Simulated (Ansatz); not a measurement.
# GaH4+ (quintet): wave-function methods side by side, cc-pVTZ

An exercise on one series of results from a longer session: the logs are not shown, and one member is left open.

The runs use Ansatz 0.2.0, Gaussian basis; cc-pVTZ, core rule «outside noble gas», up to 14 orbitals frozen.

To be run: UHF; CCSD(T) on ROHF; CCSD(T) on UHF; BCCD(T) on ROHF; CCSDT(Q) on ROHF; CCSDT(Q) on UHF; CASSCF and MRCISD+Q, 6 electrons in 8 orbitals; CASSCF and MRCISD+Q(relaxed), 6 electrons in 8 orbitals; CASSCF and NEVPT2, 6 electrons in 8 orbitals.

2 further runs of the same task are left out: 2 set aside as unsound or not needed.

### What is computed

The geometry is a PBE0/def2-TZVP stationary point (not a proven minimum) of the parent state, kept for this charge and spin. No spin-orbit coupling is included. The filled d shell of Ga may be among the frozen orbitals whatever the setting's name suggests; the logs give the count.

5 atoms, charge 1, spin multiplicity 5.

Atoms are counted from 1 here; the program's logs count them from 0.

Bond lengths: Ga1–H2 1.643 Å, Ga1–H3 1.643 Å, Ga1–H4 1.643 Å, Ga1–H5 1.643 Å. Angles: H2–Ga1–H3 69.0°, H2–Ga1–H4 132.8°, H2–Ga1–H5 132.8°, H3–Ga1–H4 132.8°, H3–Ga1–H5 132.8°, H4–Ga1–H5 69.0°.

Set-up of the first run:

in.yaml

```yaml
crystal:
  periodic: [false, false, false]
  atoms:
    - {symbol: Ga, position_ang: [0.000000, 0.000000, 0.000000]}
    - {symbol: H, position_ang: [0.652504, 0.664105, 1.353869]}
    - {symbol: H, position_ang: [-0.662515, -0.654094, 1.353881]}
    - {symbol: H, position_ang: [-0.654085, 0.652495, -1.358743]}
    - {symbol: H, position_ang: [0.664096, -0.662506, -1.349007]}
basis:
  gaussian: {orbitals: cc-pVTZ}
total_charge: 1
magnetization: {spin_polarized: true, initial_magnetization: 4}
hamiltonian: {xc: hf}
output: {orbitals: {seedname: orbitals}}
```

Started as:

```bash
> ansatz run in.yaml --threads 1 --pin off --events-out ev --progress --plain --max-ram 3968MiB --backend cpu
```

Steps of the session up to this table: UHF; CCSD(T) on ROHF; CCSD(T) on UHF; BCCD(T) on ROHF; CCSDT(Q) on ROHF; CCSDT(Q) on UHF; CASSCF and MRCISD+Q, 6 electrons in 8 orbitals; CASSCF and MRCISD+Q(relaxed), 6 electrons in 8 orbitals; CASSCF and NEVPT2, 6 electrons in 8 orbitals.

One of the session's tables, all rows but one given; the rest of the session is left out.

```
                   method  from UCCSDT(Q) (meV)
                     ROHF               +2616.2
                      UHF               +2398.6
                     RMP2                +714.2
                     UMP2                +721.0
                    RCCSD                +133.1
                    UCCSD                +117.6
                 RCCSD(T)                 +42.5
                 UCCSD(T)                 +28.2
                  BCCD(T)                 +44.7
                   RCCSDT                 +17.8
                   UCCSDT                  +3.2
                RCCSDT(Q)                 +14.6
                UCCSDT(Q)                     0
           CASSCF valence                     ?
           NEVPT2 valence                +339.8
           MRCISD valence                 +69.3
         MRCISD+Q valence                 +29.4
MRCISD+Q(relaxed) valence                  -4.2
```

Q: Estimate the row for CASSCF valence from the others.

**Answer.** from UCCSDT(Q) (meV): +1334.3. In the column «from UCCSDT(Q) (meV)» it lies between UMP2 (+721.0) and UHF (+2398.6).

Caveats from the session: Restricted and unrestricted rows rest on different reference determinants; where their highest levels disagree by more than a few hundredths of an eV, they describe different states and don't form one ladder.
